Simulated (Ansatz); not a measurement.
# BH2O2S: the cost of one run

Computed with the Python package of Ansatz 0.2.0. Level of theory: r2SCAN0/6-31G*.

**1. The structure**

Bond lengths: O1–B2 1.414 Å, B2–O3 1.429 Å, B2–S4 1.778 Å, O1–H5 1.009 Å, O3–H6 1.001 Å. Angles: O1–B2–O3 118.4°, O1–B2–S4 122.9°, O3–B2–S4 118.7°, B2–O1–H5 107.5°, B2–O3–H6 106.0°.

The script holds or builds the structure itself.

**2. Script**

File bh2o2s_scan.py:

```python
import ansatz as az
import matplotlib.pyplot as plt
import numpy as np

BASIS_SET = "6-31G*"
FUNCTIONAL = "R2SCAN0"


def main() -> None:
    geometry_ang = [
        ("O", (-0.2328, 1.2445, -0.3156)),
        ("B", (-0.183, -0.1422, -0.0447)),
        ("O", (1.024, -0.687, 0.4926)),
        ("S", (-1.5389, -1.2405, -0.3844)),
        ("H", (0.0313, 1.3745, -1.2811)),
        ("H", (0.9416, -0.6133, 1.487)),
    ]
    bh2o2s = az.Crystal.molecule()
    for symbol, xyz in geometry_ang:
        bh2o2s = bh2o2s.atom(symbol, xyz)

    symbols = [site.symbol for site in bh2o2s.cartesian_sites]
    start = np.array([site.position_ang for site in bh2o2s.cartesian_sites])
    axis = (start[3] - start[1]) / np.linalg.norm(start[3] - start[1])
    moving = [3]
    lengths, energies = [1.564, 1.635, 1.707, 1.778, 1.849, 1.92, 1.991, 2.098], []
    for length in lengths:
        xyz = start.copy()
        xyz[moving] += (length - np.linalg.norm(start[3] - start[1])) * axis
        point = az.Crystal.molecule()
        for symbol, place in zip(symbols, xyz):
            point = point.atom(symbol, place.tolist())
        model = point.calculation().basis(gaussian=BASIS_SET).functional(FUNCTIONAL).spin("collinear", total=1)
        summary = model.run().report
        energies.append(summary["free_energy_ev"])
        print(f"r = {length:6.3f} A  E = {energies[-1]:.5f} eV  <S^2> = {abs(summary['mean_field']['state']['spin_squared']):.3f}")

    fit = np.polynomial.Polynomial.fit(lengths, np.array(energies) - min(energies), 4).convert()
    roots = [r.real for r in fit.deriv().roots() if abs(r.imag) < 1e-9 and fit.deriv(2)(r.real) > 0]
    r_e = min(roots, key=lambda r: abs(r - lengths[int(np.argmin(energies))]))
    print(f"minimum of the fit at {r_e:.4f} A, force constant {fit.deriv(2)(r_e):.2f} eV/A^2")
    plt.figure(figsize=(4.5, 3))
    plt.plot(lengths, np.array(energies) - min(energies), "o-")
    plt.xlabel("bond length (A)")
    plt.ylabel("E - E(min) (eV)")
    plt.tight_layout()
    plt.savefig("scan.png", dpi=100)


if __name__ == "__main__":
    main()
```

**3. The input behind the calls**

The engine receives this input (first run):

```yaml
crystal:
  periodic: [false, false, false]
  atoms:
    - { symbol: O, position_ang: [-0.2328, 1.2445, -0.3156] }
    - { symbol: B, position_ang: [-0.183, -0.1422, -0.0447] }
    - { symbol: O, position_ang: [1.024, -0.687, 0.4926] }
    - { symbol: S, position_ang: [-1.3759228619834265, -1.1084859940382015, -0.3435685715877056] }
    - { symbol: H, position_ang: [0.0313, 1.3745, -1.2811] }
    - { symbol: H, position_ang: [0.9416, -0.6133, 1.487] }
basis:
  gaussian:
    orbitals: "6-31G*"
hamiltonian:
  xc: r2scan0
magnetization:
  spin_polarized: true
  initial_magnetization: 1.0
```

**4. The run**

Started as:

```bash
> python bh2o2s_scan.py
```

**Question.** How long does this script take on 1 thread of Arm Neoverse V1, shared host, and how much memory does it need?

About 64 s, with a peak of 0.3 GiB.
